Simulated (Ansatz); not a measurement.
Predict the output of the script below (Ansatz's Python interface).

`la3mg.py`
```python
# -*- coding: utf-8 -*-
import warnings

import ansatz as az
from ase import Atoms
from ase.calculators.calculator import Calculator, all_changes
from ase.optimize import LBFGS
import numpy as np


class AnsatzEngine(Calculator):
    implemented_properties = ['energy', 'free_energy', 'forces']

    def calculate(self, atoms=None, properties=('energy',), system_changes=all_changes):
        super().calculate(atoms, properties, system_changes)
        bare = self.atoms.copy()
        bare.set_constraint()
        bare.set_momenta(None)
        job = (
            az.Crystal.from_ase(bare).calculation()
            .scf(tolerance=1e-09)
            .occupations(az.OccupationsMethod.FERMI_DIRAC, width=0.1)
            .functional('r2scan')
            .kpoints(3, 3, 3)
            .forces()
        )
        report = job.run().report
        self.results['free_energy'] = report['lagrangian_ev']
        self.results['energy'] = report.get('lagrangian_sigma0_ev', report['lagrangian_ev'])
        self.results['forces'] = np.array(report['forces_ev_ang'])

warnings.simplefilter('ignore')
atoms = Atoms(
    ['La', 'La', 'La', 'Mg'],
    cell=[[5.139095, 0.0, 0.0], [0.0, 5.139095, 0.0], [0.0, 0.0, 5.139095]],
    scaled_positions=[
        [0.5, 0.5, 0.0],
        [0.5, 0.0, 0.5],
        [0.0, 0.5, 0.5],
        [0.0, 0.0, 0.0],
    ],
    pbc=True,
)
atoms.rattle(0.07, seed=38)
atoms.calc = AnsatzEngine()
before = atoms.get_potential_energy(), atoms.get_volume()
optimiser = LBFGS(atoms, logfile=None)


def tell():
    fmax = np.linalg.norm(atoms.get_forces(), axis=1).max()
    print(f'step {optimiser.nsteps:2d}  E = {atoms.get_potential_energy():.5f} eV  fmax = {fmax:.4f}  V = {atoms.get_volume():.3f} A^3')


optimiser.attach(tell)
met = optimiser.run(fmax=0.02, steps=12)
print('threshold met:', bool(met), ' energy gained:', round(before[0] - atoms.get_potential_energy(), 5), 'eV')
print('cell lengths and angles:', np.round(atoms.cell.cellpar(), 3))
print(np.round(atoms.get_scaled_positions(), 4))
```

```console
$ python la3mg.py
step  0  E = -20720.59985 eV  fmax = 0.4393  V = 135.725 A^3
step  1  E = -20720.60689 eV  fmax = 0.4194  V = 135.725 A^3
step  2  E = -20720.67193 eV  fmax = 0.0873  V = 135.725 A^3
step  3  E = -20720.67228 eV  fmax = 0.0862  V = 135.725 A^3
step  4  E = -20720.67631 eV  fmax = 0.0510  V = 135.725 A^3
step  5  E = -20720.67709 eV  fmax = 0.0262  V = 135.725 A^3
step  6  E = -20720.67724 eV  fmax = 0.0212  V = 135.725 A^3
step  7  E = -20720.67726 eV  fmax = 0.0207  V = 135.725 A^3
step  8  E = -20720.67731 eV  fmax = 0.0194  V = 135.725 A^3
threshold met: True  energy gained: 0.07746 eV
cell lengths and angles: [ 5.139  5.139  5.139 90.    90.    90.   ]
[[0.503  0.4983 0.9987]
 [0.5019 0.9967 0.5012]
 [0.0024 0.4965 0.4979]
 [0.0019 0.998  0.9993]]
```

Caveats:
- Total energies depend on the potentials; only differences at equal settings carry meaning. A total without «per atom» is that of the whole cell that was run.
- The mesh is modest for a metal, so energies can be off by several to tens of meV an atom and pressures by half a GPa or more; differences at equal mesh fare better.
- This cell is a computed structure, which may not be the phase found in nature.
- Timing: 3.3 min on 1 thread of Arm Neoverse V2 (shared host), peak memory 0.72 GiB.
